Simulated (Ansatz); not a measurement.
# AlFH4OSi: the cost of one run

Program: Ansatz 0.2.0. Level of theory: RKS PBE0/def2-SVP. These are calculated values, not measurements.

## 1. The system as given

Bond lengths: Al1–F2 1.690 Å, Al1–O3 1.780 Å, O3–Si4 1.680 Å, Si4–H5 1.460 Å, Si4–H6 1.460 Å, Si4–H7 1.460 Å, Al1–H8 1.560 Å. Angles: F2–Al1–O3 120.0°, F2–Al1–H8 120.0°, O3–Al1–H8 120.0°, Al1–O3–Si4 125.0°, O3–Si4–H5 109.5°, O3–Si4–H6 109.5°, O3–Si4–H7 109.5°, H5–Si4–H6 109.4°, H5–Si4–H7 109.4°, H6–Si4–H7 109.4°.

Structure file:

```xyz
8

Al    0.0000    0.0000    0.0000
F     0.0000    0.0000    1.6900
O     1.5415    0.0000   -0.8900
Si    2.3874   -1.3760   -1.3520
H     1.4599   -2.3514   -1.9176
H     3.3882   -1.0195   -2.3535
H     3.0504   -1.9546   -0.1870
H    -1.3510    0.0000   -0.7800
```

## 2. Preparing the start

Contents of input.yaml:

```yaml
crystal:
  periodic: [false, false, false]
  atoms:
    - { symbol: Al, position_ang: [0.0, 0.0, 0.0] }
    - { symbol: F, position_ang: [0.0, 0.0, 1.69] }
    - { symbol: O, position_ang: [1.5415, 0.0, -0.89] }
    - { symbol: Si, position_ang: [2.3874, -1.376, -1.352] }
    - { symbol: H, position_ang: [1.4599, -2.3514, -1.9176] }
    - { symbol: H, position_ang: [3.3882, -1.0195, -2.3535] }
    - { symbol: H, position_ang: [3.0504, -1.9546, -0.187] }
    - { symbol: H, position_ang: [-1.351, 0.0, -0.78] }
basis:
  gaussian: { orbitals: def2-SVP }
hamiltonian:
  xc: pbe0
relax:
  f_tol: 0.02
  max_steps: 40
```

The run is started by

```
> ansatz run input.yaml --threads 2 --pin off --max-ram 3072MiB --backend cpu --events-out ev --progress --plain --runs-dir out
```

Q: Estimate wall time and peak memory on 2 threads of Arm Neoverse V2, shared host.

About 26 s, with a peak of 0.15 GiB.
